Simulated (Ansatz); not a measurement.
# C5H6O3: the cost of one run

All numbers are computed with Ansatz 0.2.0 through its Python package. Level of theory: Hartree-Fock/def2-SVP.

### 1 Starting point

Bond lengths: C1–C2 1.340 Å, C2–C3 1.507 Å, C3–C4 1.506 Å, C4–O5 1.416 Å, O5–C6 1.367 Å, C6–O7 1.219 Å, C3–O8 1.419 Å, C6–O8 1.367 Å, C1–H9 1.087 Å, C1–H10 1.085 Å, C2–H11 1.090 Å, C3–H12 1.096 Å, C4–H13 1.096 Å, C4–H14 1.093 Å. Angles (14 of 23 angles, heavy atoms first): C1–C2–C3 128.1°, C2–C3–C4 119.4°, C2–C3–O8 107.8°, C4–C3–O8 102.1°, C3–C4–O5 103.4°, C4–O5–C6 106.4°, O5–C6–O7 124.3°, O5–C6–O8 111.3°, O7–C6–O8 124.3°, C3–O8–C6 106.9°, C1–C2–H11 117.5°, C3–C2–H11 114.4°, C2–C1–H9 120.2°, C2–C1–H10 123.2°.

c5h6o3.xyz, read by the script:

```xyz
14

C     1.93350    0.32020   -0.66430
C     1.13570    0.70670    0.34070
C    -0.12340    0.04320    0.83640
C    -0.62070   -1.20280    0.15300
O    -1.42780   -0.70140   -0.89750
C    -1.84900    0.53710   -0.50190
O    -2.70760    1.18640   -1.07430
O    -1.19930    0.94560    0.62890
H     2.81400    0.90450   -0.91990
H     1.74080   -0.55750   -1.27200
H     1.40710    1.61520    0.87880
H    -0.00620   -0.14400    1.90970
H    -1.26300   -1.79630    0.81420
H     0.16590   -1.85670   -0.23210
```

### 2 The script

Contents of c5h6o3_freq.py:

```python
import ansatz as az
import numpy as np

system = az.Crystal.molecule_from_extxyz("c5h6o3.xyz")

setup = (
    system.calculation()
    .basis(gaussian="def2-SVP")
    .functional("hf")
)
symbols = [site.symbol for site in system.cartesian_sites]
start = np.array([site.position_ang for site in system.cartesian_sites], dtype=float)
data = setup.relax(force_tolerance=0.003).run(threads=1).report
end = np.array(data["positions_ang"])

print("final positions (A) and the move of each atom")
for symbol, xyz, old in zip(symbols, end, start):
    print(f"{symbol:2s} {xyz[0]:10.5f} {xyz[1]:10.5f} {xyz[2]:10.5f}   {np.linalg.norm(xyz - old):7.4f}")

minimum = az.Crystal.molecule()
for symbol, place in zip(symbols, end):
    minimum = minimum.atom(symbol, place.tolist())
vibrating = (
    minimum.calculation()
    .basis(gaussian="def2-SVP")
    .functional("hf")
    .phonons(temperatures=(100, 500, 100))
)
vib = vibrating.run(threads=1).report["vibrations"]
sums = vib["harmonic_sums"]
modes = [m["omega_inv_cm"] for m in sums["modes_at_gamma"] if m["rigid_motion"] == "no"]
for number, w in enumerate(modes, start=1):
    print(f"mode {number:2d} {w:9.1f} 1/cm {w / 8065.544 * 1000:8.2f} meV")
print("imaginary modes:", sum(w < 0 for w in modes), " zero-point energy:", round(sums["zero_point_energy_ev"], 4), "eV")
print("T (K)   F_vib (eV)   S_vib (meV/K)   C_vib (meV/K)")
for row in zip(sums["temperatures_k"], sums["vibrational_free_energy_ev"], vib["entropy_ev_per_k"], vib["heat_capacity_ev_per_k"]):
    print(f"{row[0]:6.1f} {row[1]:11.4f} {1000 * row[2]:13.4f} {1000 * row[3]:15.4f}")
```

### 3 The calls as engine input

The package turns the script's settings into the engine's input (first run):

```yaml
crystal:
  periodic: [false, false, false]
  atoms:
    - { symbol: C, position_ang: [1.9335, 0.3202, -0.6643] }
    - { symbol: C, position_ang: [1.1357, 0.7067, 0.3407] }
    - { symbol: C, position_ang: [-0.1234, 0.0432, 0.8364] }
    - { symbol: C, position_ang: [-0.6207, -1.2028, 0.153] }
    - { symbol: O, position_ang: [-1.4278, -0.7014, -0.8975] }
    - { symbol: C, position_ang: [-1.849, 0.5371, -0.5019] }
    - { symbol: O, position_ang: [-2.7076, 1.1864, -1.0743] }
    - { symbol: O, position_ang: [-1.1993, 0.9456, 0.6289] }
    - { symbol: H, position_ang: [2.814, 0.9045, -0.9199] }
    - { symbol: H, position_ang: [1.7408, -0.5575, -1.272] }
    - { symbol: H, position_ang: [1.4071, 1.6152, 0.8788] }
    - { symbol: H, position_ang: [-0.0062, -0.144, 1.9097] }
    - { symbol: H, position_ang: [-1.263, -1.7963, 0.8142] }
    - { symbol: H, position_ang: [0.1659, -1.8567, -0.2321] }
basis:
  gaussian:
    orbitals: def2-SVP
hamiltonian:
  xc: hf
relax:
  f_tol: 0.003
```

### 4 The run

The run is started by

```console
$ python c5h6o3_freq.py
```

**Question.** How long does this script take on 1 thread of Intel Xeon Platinum 8259CL at 2.50GHz (Skylake/Cascade Lake), shared host, and how much memory does it need?

About 11 min, with a peak of 0.45 GiB.
